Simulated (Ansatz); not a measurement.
# SrMg: the cost of one run

Computed with Ansatz 0.2.0 through its Python package. Level of theory: DFT PBEsol, plane waves, PAW.

## (1) The structure

SrMg P-6m2: The structure is hexagonal, space group P-6m2 (No. 187). Conventional cell: a = 4.052 Å, b = 4.052 Å, c = 5.589 Å, α = 90.00°, β = 90.00°, γ = 120.00°. Sr (site symmetry -6m2) is surrounded by 6 Mg at 3.64 Å and 6 Sr at 4.05 Å. Mg (site symmetry -6m2) is surrounded by 6 Sr at 3.64 Å and 6 Mg at 4.05 Å.

Sr Pmmm: Symmetry: Pmmm, No. 47, orthorhombic system. Conventional cell: a = 10.000 Å, b = 10.500 Å, c = 11.000 Å, α = 90.00°, β = 90.00°, γ = 90.00°.

Mg Pmmm: It takes space group Pmmm (No. 47, orthorhombic). The conventional cell has a = 10.000 Å, b = 10.500 Å, c = 11.000 Å, α = 90.00°, β = 90.00°, γ = 90.00°.

No structure file is read: the coordinates are typed or built in the script.

## (2) The code

srmg_cohesive.py

```python
"""Binding of SrMg against spin-polarised atoms in a box."""

from collections import Counter
import warnings

import ansatz as az

PHASES = {
    "SrMg": (
        [(4.051674, 0.0, 0.0), (-2.025837, 3.508853, 0.0), (0.0, 0.0, 5.58938)],
        [
            ("Sr", (0.0, 0.0, 0.0)),
            ("Mg", (2 / 3, 1 / 3, 0.5)),
        ],
    ),
}


def build(vectors, sites):
    crystal = az.Crystal(lattice=az.Lattice.of(vectors))
    for symbol, position in sites:
        crystal = crystal.atom(symbol, position)
    return crystal


def counts(outcome):
    return Counter(site.symbol for site in outcome.lattice.sites)

UNPAIRED = {"Sr": 0, "Mg": 0}  # unpaired electrons of the free atoms


def run_phase(name, crystal):
    calc = (
        crystal.calculation()
        .functional("pbesol")
        .basis(550)
        .kpoints(spacing=0.14)
        .occupations("fermi_dirac", width=0.02)
    )
    if name.endswith(" atom"):
        calc = calc.kpoints(1, 1, 1).occupations("fermi_dirac", width=0.01)
        if UNPAIRED[name.split()[0]]:
            calc = calc.spin("collinear")
        return calc.run()
    calc = calc.relax(force_tolerance=0.03, max_steps=40, cell=True)
    return calc.run()

warnings.simplefilter("ignore")

phases = {name: build(*cell) for name, cell in PHASES.items()}
# free atoms: a low-symmetry box, moments by the rule of Hund
for element, moment in UNPAIRED.items():
    phases[f"{element} atom"] = az.Lattice.orthorhombic(10.0, 10.5, 11.0).atom(element, (0.5, 0.5, 0.5), moment=moment or None)

done = {}
for name, crystal in phases.items():
    done[name] = run_phase(name, crystal)
    print(f"{name}: {done[name].report['energy_sigma0_ev']:.4f} eV, {len(done[name].lattice.sites)} atoms")

for element in UNPAIRED:
    atom = done[f"{element} atom"].report
    print(f"{element} atom: {atom['energy_sigma0_ev']:.4f} eV, moment {atom['magnetization_mub']:.2f} muB")
solid = done["SrMg"]
n = counts(solid)
binding = (sum(k * done[f"{e} atom"].report["energy_sigma0_ev"] for e, k in n.items()) - solid.report["energy_sigma0_ev"]) / sum(n.values())
print(f"cohesive energy {binding:.3f} eV/atom = {96.4853 * binding:.0f} kJ/mol of atoms (no zero-point energy)")
```

## (3) What the engine is handed

The package turns the script's settings into the engine's input (first run):

```yaml
crystal:
  lattice:
    - [4.051674, 0.0, 0.0]
    - [-2.025837, 3.508853, 0.0]
    - [0.0, 0.0, 5.58938]
  atoms:
    - { symbol: Sr, position: [0.0, 0.0, 0.0] }
    - { symbol: Mg, position: [0.6666666666666666, 0.3333333333333333, 0.5] }
basis:
  ecutwfc: 550.0
kpoints:
  mp_grid:
    kspacing: 0.14
hamiltonian:
  xc: pbesol
scf:
  occupations:
    method: fermi_dirac
    width: 0.02
relax:
  f_tol: 0.03
  max_steps: 40
  cell: {}
```

## (4) The run

Run with:

```console
python srmg_cohesive.py
```

**Question.** How long does this script take on 1 thread of Arm Neoverse V2, shared host, and how much memory does it need?

About 87 s, with a peak of 0.79 GiB.
